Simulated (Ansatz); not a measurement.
**One shape, several levels: AsH3 (arsine)**

Wanted: a comparison of 6 runs (UHF/STO-3G, CAM-B3LYP/STO-3G, r2SCAN/STO-3G, revPBE/STO-3G, BCCD(T)/STO-3G, CCSDT/STO-3G) of AsH3 (arsine). 

Program for the calculation: Ansatz 0.2.0.

29 further runs of the same task are left out: 1 that didn't finish, 28 set aside as unsound or not needed.

## Step 1: The molecule

AsH3: 4 atoms, total charge 0, spin state singlet. SMILES: `[AsH3]`. The H4–As1 distance was set to 2.283 Å, away from the relaxed value. At this shape a bond of the SMILES string is far longer than usual.

Bond lengths: As1–H2 1.522 Å, As1–H3 1.522 Å. Angles: H2–As1–H3 92.0°.

## Step 2: A single-point energy at UHF/STO-3G (run 1)

File molecule.yaml:

```yaml
crystal:
  periodic: [false, false, false]
  atoms:
    - symbol: As
      position_ang: [-0.790676, 0.937670, -0.131740]
    - symbol: H
      position_ang: [-0.224976, 1.080370, 1.273660]
    - symbol: H
      position_ang: [-1.642876, -0.255430, 0.275360]
    - symbol: H
      position_ang: [0.933900, -0.412500, -0.774500]
basis:
  gaussian: {orbitals: STO-3G}
hamiltonian: {xc: hf}
accuracy: high
magnetization: {spin_polarized: true}
```

On the command line:

```console
$ ansatz run molecule.yaml --threads 1 --pin off --max-ram 2610MiB --events-out events.jsonl --progress --plain --runs-dir runs
```

What it wrote:

```text
Warning: RAYON_NUM_THREADS=1 ignored (pool sized by the plan → 1); use --threads N
Functional definition: HF
  name "HF"
  exchange = exact_x
  correlation = 0
259 factors; integrals over basis functions are off by at most 1.7e-8 eV
mean field evaluation 1: about -60160.4102 eV, gradient 3.5e0 eV
mean field evaluation 2: about -60160.4106 eV, gradient 3.4e0 eV
mean field evaluation 4: about -60160.5931 eV, gradient 2.8e-1 eV
mean field evaluation 8: about -60160.5946 eV, gradient 1.4e-7 eV
mean field evaluation 16: about -60161.5912 eV, gradient 2.0e-3 eV
mean field evaluation 32: about -60161.5765 eV, gradient 4.1e-4 eV
mean field -60161.57654353 eV, -2210.8971589933 hartree, gradient 2.1e-8 eV, S^2 0.706722; 3 other end points of the search recorded, 0 dependent functions left out
reference -60161.57654353 eV, -2210.8971589933 hartree; 18, 18 occupied and 3, 3 virtual orbitals, 259 factors
Total energy: -60161.57654353 eV, -2210.8971589933 hartree
```

It took 0.22 s on 1 thread of Intel Xeon Platinum 8488C (Sapphire Rapids), shared host.

## Step 3: A single-point energy at CAM-B3LYP/STO-3G (run 2)

File molecule.yaml:

```yaml
crystal:
  periodic: [false, false, false]
  atoms:
    - {symbol: As, position_ang: [-0.790676, 0.937670, -0.131740]}
    - {symbol: H, position_ang: [-0.224976, 1.080370, 1.273660]}
    - {symbol: H, position_ang: [-1.642876, -0.255430, 0.275360]}
    - {symbol: H, position_ang: [0.933900, -0.412500, -0.774500]}
basis:
  gaussian:
    orbitals: STO-3G
hamiltonian:
  xc: {name: CAM-B3LYP}
accuracy: high
```

On the command line:

```console
$ ansatz run molecule.yaml --threads 1 --pin off --max-ram 2610MiB --events-out events.jsonl --progress --plain --runs-dir runs
```

What it wrote:

```text
Warning: RAYON_NUM_THREADS=1 ignored (pool sized by the plan → 1); use --threads N
Functional definition: CAM-B3LYP
  name "CAM-B3LYP"
  parameter alpha = 0.19
  parameter beta = 0.46
  parameter omega = 0.33/bohr
  parameter ac = 0.81
  exchange = (1 - alpha - beta)*b88_x + beta*b88_x_sr(omega) + alpha*exact_x + beta*exact_x_lr(omega)
  correlation = (1 - ac)*vwn5_c + ac*lyp_c
259 factors; integrals over basis functions are off by at most 1.7e-8 eV
97 factors; integrals over basis functions are off by at most 6.4e-10 eV
mean field evaluation 1: about -60199.4411 eV, gradient 7.0e0 eV
mean field evaluation 2: about -60199.4149 eV, gradient 7.5e0 eV
mean field evaluation 4: about -60199.7718 eV, gradient 7.1e-2 eV
mean field evaluation 8: about -60199.7269 eV, gradient 1.3e-4 eV
mean field -60199.72691080 eV, -2212.2991591314 hartree, gradient 5.3e-8 eV, S^2 0.000000; 0 other end points of the search recorded, 0 dependent functions left out
reference -60199.72692257 eV, -2212.2991595641 hartree; 18, 18 occupied and 3, 3 virtual orbitals, 259 factors
Total energy: -60199.72692257 eV, -2212.2991595641 hartree
```

Run time: 0.68 s. Hardware: 1 thread of Intel Xeon Platinum 8488C (Sapphire Rapids), shared host.

Runs 3 to 4 aren't shown in full; the table further down has their settings and results.

## Step 4: A single-point energy at BCCD(T)/STO-3G (run 5)

File in.yaml:

```yaml
basis:
  gaussian:
    orbitals: STO-3G
crystal:
  periodic: [false, false, false]
  atoms:
    - {symbol: As, position_ang: [-0.790676, 0.937670, -0.131740]}
    - {symbol: H, position_ang: [-0.224976, 1.080370, 1.273660]}
    - {symbol: H, position_ang: [-1.642876, -0.255430, 0.275360]}
    - {symbol: H, position_ang: [0.933900, -0.412500, -0.774500]}
accuracy: high
correlation:
  method: bccd_t
  frozen_orbitals: {As: 9, H: 0}
scf:
  omitted_lower_state_checks: [cluster_reference, increment]
```

On the command line:

```console
$ ansatz run in.yaml --threads 1 --pin off --max-ram 2610MiB --events-out events.jsonl --progress --plain --runs-dir runs
```

What it wrote:

```text
Warning: RAYON_NUM_THREADS=1 ignored (pool sized by the plan → 1); use --threads N
[... 11 lines left out ...]
9 core orbitals not correlated: weight in the atoms' cores, before any rotation towards them, 1.000 or more for the frozen orbitals, at most 0.000 for the correlated occupied ones
[... 29 lines left out ...]
Total energy: -60163.61676631 eV, -2210.9721357977 hartree
Checks for a lower state left out: cluster_reference, increment
```

Run time: 0.18 s. Hardware: 1 thread of Intel Xeon Platinum 8488C (Sapphire Rapids), shared host.

## Step 5: A single-point energy at CCSDT/STO-3G (run 6)

File run.yaml:

```yaml
crystal:
  periodic: [false, false, false]
  atoms:
    - {symbol: As, position_ang: [-0.790676, 0.937670, -0.131740]}
    - {symbol: H, position_ang: [-0.224976, 1.080370, 1.273660]}
    - {symbol: H, position_ang: [-1.642876, -0.255430, 0.275360]}
    - {symbol: H, position_ang: [0.933900, -0.412500, -0.774500]}
basis:
  gaussian: {orbitals: STO-3G}
correlation: {method: ccsdt, frozen_orbitals: {As: 9, H: 0}}
accuracy: high
scf: {omitted_lower_state_checks: [cluster_reference, increment]}
```

On the command line:

```console
$ ansatz run run.yaml --threads 1 --pin off --max-ram 2610MiB --events-out events.jsonl --progress --plain --runs-dir runs
```

What it wrote:

```text
Warning: RAYON_NUM_THREADS=1 ignored (pool sized by the plan → 1); use --threads N
[... 11 lines left out ...]
9 core orbitals not correlated: weight in the atoms' cores, before any rotation towards them, 1.000 or more for the frozen orbitals, at most 0.000 for the correlated occupied ones
[... 24 lines left out ...]
Total energy: -60163.61836148 eV, -2210.9721944192 hartree
Checks for a lower state left out: cluster_reference, increment
```

Wall time 0.22 s (1 thread of Intel Xeon Platinum 8488C (Sapphire Rapids), shared host).

## Step 6: All runs side by side

```csv
run,level,frozen core orbitals,energy (Eh),wall time
1,UHF/STO-3G,–,-2210.897159,0.22 s
2,CAM-B3LYP/STO-3G,–,-2212.299160,0.68 s
3,r2SCAN/STO-3G,–,-2212.334496,1.3 s
4,revPBE/STO-3G,–,-2212.067702,0.58 s
5,BCCD(T)/STO-3G,9,-2210.972136,0.18 s
6,CCSDT/STO-3G,9,-2210.972194,0.22 s
```

## Step 7: Outcome

| quantity | value |
| --- | --- |
| run 6: total energy | -2210.97219 Eh |
| run 6: correlation energy (9 core orbitals frozen) | -111.1 mEh |
| run 6: T1 diagnostic | 0.011 |

What this shows: Below the UHF energy at the same shape and in the same basis (STO-3G): BCCD(T) -75.0 mEh; CCSDT -75.0 mEh. Some of these start from another determinant than that one, so these aren't their correlation energies. Totals of different functionals can't be ranked against each other. In runs 5, 6 the log says that unrestricted orbitals would lower the reference, so the values rest on an unstable closed-shell determinant (other closed-shell runs at this shape may share the fault). In runs 1, 2, 3, 4, 5, 6 the basis is minimal, so the values are rough. Spin contamination of the reference: run 1 ⟨S²⟩ = 0.71. Where it is this large, the reference is a mixture of spin states, and values that rest on it are in doubt. All runs together took 3.2 s, the longest 1.3 s.
